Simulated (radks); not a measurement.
# Gd⁺ in [Xe] 4f7 5d1 6p1: an all-electron calculation

One table from this session's results is given with a row withheld; the runs are named, their logs left out.

Method: non-relativistic Kohn-Sham, SCAN, spin-unpolarised, spherical densities, point nucleus. Code: radks (a radial shooting solver on a logarithmic mesh, Libxc functionals) version 1.

**The system**

* element: gadolinium (Z = 64)
* charge: +1
* electrons: 63
* configuration: [Xe] 4f7 5d1 6p1

Outer shells as boxes (Hund's rule):

Gd⁺
```
[Xe] core
4f [↑ ][↑ ][↑ ][↑ ][↑ ][↑ ][↑ ]
5d [↑ ][  ][  ][  ][  ]
6p [↑ ][  ][  ]
```

Set-up of the first run:

Settings of this run:

```text
Z 64
configuration [Xe] 4f7 5d1 6p1 6s0 5f0 6d0 7p0
relativity non-relativistic
functional scan,scan
spin unpolarised
nucleus point
```

Started as:

```sh
$ python run_ks.py task.json out
```

All runs below come from this command, one after another.

One of the session's tables, all rows but one given; the rest of the session is left out.

It belongs to the step «Shells». Sizes of the orbitals, from the radial functions (bohr):

| level | <r> | outermost maximum (interpolated) | 90 % within | nodes |
| --- | --- | --- | --- | --- |
| 1s | 0.02370 | 0.0157 | 0.0421 | 0 |
| 2s | 0.1009 | 0.0860 | 0.155 | 1 |
| 2p | 0.08559 | 0.0671 | 0.138 | 0 |
| 3s | 0.2600 | 0.239 | 0.380 | 2 |
| 3p | 0.2501 | 0.227 | 0.373 | 1 |
| 3d | ? | ? | ? | ? |
| 4s | 0.5866 | 0.547 | 0.841 | 3 |
| 4p | 0.6009 | 0.553 | 0.872 | 2 |
| 4d | 0.6367 | 0.560 | 0.955 | 1 |
| 5s | 1.421 | 1.27 | 2.04 | 4 |
| 5p | 1.590 | 1.39 | 2.32 | 3 |
| 4f | 0.8242 | 0.556 | 1.40 | 0 |
| 5d | 2.435 | 1.84 | 3.84 | 2 |
| 6s | 3.956 | 3.48 | 5.73 | 5 |
| 6p | 4.788 | 4.24 | 6.89 | 4 |
| 6d | 7.335 | 6.54 | 10.8 | 3 |

Estimate the missing values for 3d.

As computed: <r>: 0.2223; outermost maximum (interpolated): 0.182; 90 % within: 0.345; nodes: 0. In the column «<r>» it lies between 2s (0.1009) and 3p (0.2501).
